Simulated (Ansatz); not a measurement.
# FHO₂SW: a ladder of functionals and wavefunction methods

An exercise on one series of results from a longer session: the logs are not shown, and one member is left open.

Computed with Ansatz 0.2.0, Gaussian basis. Level: functionals in def2-TZVPP, the program's frozen cores in correlated methods.

The runs, in order: LDA (SPW92), PBE-D4, revPBE-D4, BLYP-D4, r2SCAN-D4, B97M-V, PBE0-D4, B3LYP-D4, r2SCANh-D4, r2SCAN0-D4, HSE06-D4, BHLYP-D4, CAM-B3LYP-D4, LC-ωPBE, ωB97X-V, ωB97M-V, B2PLYP, PBE-QIDH; CCSD(T)/def2-SVP; CCSD(T)/def2-TZVPP; MP2/def2-QZVPP; extrapolation to the limit; RPA on PBE.

### The geometry

All runs share one geometry, relaxed beforehand with PBE0-D4 in a triple-zeta def2 set. W takes the def2 core potential; no spin-orbit term is included.

SMILES `[O]=[W]([OH])([F])=[S]`, 6 atoms, charge 0, spin multiplicity 1.

Atoms are counted from 1 here; the program's logs count them from 0.

Bond lengths: O1–W2 1.693 Å, W2–O3 1.865 Å, W2–F4 1.852 Å, W2–S5 2.128 Å, O3–H6 0.961 Å. Angles: O1–W2–O3 107.7°, O1–W2–F4 109.4°, O1–W2–S5 108.8°, O3–W2–F4 111.5°, O3–W2–S5 109.7°, F4–W2–S5 109.7°, W2–O3–H6 125.2°.

Set-up of the first run:

File in.yaml:

```yaml
crystal:
  periodic: [false, false, false]
  atoms:
    - {symbol: O, position_ang: [1.012166, -1.220182, -1.189740]}
    - {symbol: W, position_ang: [0.396853, -0.206929, 0.018650]}
    - {symbol: O, position_ang: [-0.889136, 0.892936, -0.765461]}
    - {symbol: F, position_ang: [1.779083, 0.783121, 0.753964]}
    - {symbol: S, position_ang: [-0.506829, -1.407355, 1.525042]}
    - {symbol: H, position_ang: [-1.750038, 1.094408, -0.388557]}
basis:
  gaussian: {orbitals: def2-TZVPP}
hamiltonian: {xc: lda}
output: {orbitals: {seedname: orbitals}}
```

Launch:

```bash
ansatz run in.yaml --threads 4 --pin off --events-out ev --progress --plain --max-ram 10444MiB
```

Steps of the session up to this table: LDA; PBE-D4 (GGA); revPBE-D4 (GGA); BLYP-D4 (GGA); r2SCAN-D4 (meta-GGA); B97M-V (meta-GGA); B3LYP-D4 (hybrid); r2SCANh-D4 (hybrid); r2SCAN0-D4 (hybrid); HSE06-D4 (hybrid); BHLYP-D4 (hybrid); CAM-B3LYP-D4 (range-separated); LC-ωPBE (range-separated); ωB97X-V (range-separated); ωB97M-V (range-separated); B2PLYP (double hybrid); PBE-QIDH (double hybrid).

One table of the session follows, with a row left open; its other results are not shown here.

It belongs to the step «Frontier levels by functional». 

```
  functional  HOMO (eV)  LUMO (eV)  gap (eV)
 LDA (SPW92)      -6.96      -3.53      3.43
      PBE-D4          ?          ?         ?
   revPBE-D4      -6.69      -3.23      3.46
     BLYP-D4      -6.61      -3.20      3.41
   r2SCAN-D4      -7.08      -3.27      3.80
      B97M-V      -7.11      -3.19      3.92
     PBE0-D4      -8.03      -2.62      5.42
    B3LYP-D4      -7.79      -2.81      4.98
  r2SCANh-D4      -7.54      -3.01      4.54
  r2SCAN0-D4      -8.24      -2.59      5.65
    HSE06-D4      -7.64      -2.99      4.64
    BHLYP-D4      -9.15      -1.76      7.38
CAM-B3LYP-D4      -9.31      -1.56      7.75
     LC-ωPBE     -10.61      -0.46     10.15
     ωB97X-V     -10.27      -0.51      9.76
     ωB97M-V     -10.13      -0.53      9.59
```

Estimate the missing values for PBE-D4.

As computed: HOMO (eV): -6.77; LUMO (eV): -3.31; gap (eV): 3.45. In the column «HOMO (eV)» it lies between LDA (SPW92) (-6.96) and revPBE-D4 (-6.69).
